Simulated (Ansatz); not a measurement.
# V (Im-3m): equation of state

An exercise on one series of results from a longer session: the logs are not shown, and one member is left open.

Method: DFT r²SCAN, scalar-relativistic, plane waves, PAW, in Ansatz 0.2.0.

## The system as given

Symmetry: Im-3m, No. 229, cubic system. The conventional cell has a = 2.982 Å, b = 2.982 Å, c = 2.982 Å, α = 90.00°, β = 90.00°, γ = 90.00°. V (site symmetry m-3m) has 8 V at 2.58 Å as nearest neighbours.

As a file:

```cif
data_structure
_symmetry_space_group_name_H-M 'P 1'
_symmetry_Int_Tables_number 1
_cell_length_a 2.5826
_cell_length_b 2.5826
_cell_length_c 2.5826
_cell_angle_alpha 109.471
_cell_angle_beta 109.471
_cell_angle_gamma 109.471
_cell_volume 13.26
loop_
_atom_site_label
_atom_site_type_symbol
_atom_site_fract_x
_atom_site_fract_y
_atom_site_fract_z
_atom_site_occupancy
V1 V 0.00000 0.00000 0.00000 1
```

This cell comes from an earlier session at r²SCAN: 13.259 Å³/atom at 0.00 GPa, on a 20×20×20 mesh.

Volume factors to run: 0.980, 1.020, 0.960, 1.040.

Set-up of the first run:

The input, input.yaml:

```yaml
crystal:
  lattice:
    - [-1.4810303332, 1.4810303332, 1.4810303332]
    - [1.4810303332, -1.4810303332, 1.4810303332]
    - [1.4810303332, 1.4810303332, -1.4810303332]
  atoms:
    - { symbol: V, position: [0.0, 0.0, 0.0] }
basis:
  ecutwfc: 500
  ecutrho_ratio: 4
kpoints:
  mp_grid: { grid: [20, 20, 20] }
hamiltonian:
  xc: r2scan
scf:
  occupations: { method: gaussian, width: 0.05 }
output:
  forces: true
  stress: true
  eigenvalues: true
```

Started as:

```bash
ansatz run input.yaml --threads 1 --pin off --max-ram 2560MiB --backend cpu --events-out ev --progress --plain --runs-dir out
```

Among the steps run: Scaling the volume by 0.980; At 1.020 of the relaxed volume; At 0.960 of the relaxed volume; Volume × 1.040.

One of the session's tables, all rows but one given; the rest of the session is left out.

It belongs to the step «The fit». 

| volume (Å³/atom) | energy (meV/atom) | pressure (GPa) |
| --- | --- | --- |
| 12.729 | 13.90 | 8.59 |
| 12.994 | 3.39 | 4.11 |
| 13.259 | 0.00 | 0.00 |
| 13.525 | ? | ? |
| 13.790 | 12.24 | -7.09 |

**Question.** Estimate the row for volume (Å³/atom) = 13.525.

Worked estimate for «energy (meV/atom)». A straight line through the neighbours (13.259, 0.00) and (13.790, 12.24) gives 0.00 + (12.24 − 0.00) × (13.525 − 13.259) / (13.790 − 13.259) = 6.13; a parabola fitted to 3 rows on both sides gives 2.96.

As computed: energy (meV/atom): 3.18; pressure (GPa): -3.73. In «energy (meV/atom)» the line misses by +2.95 and the parabola by -0.22.
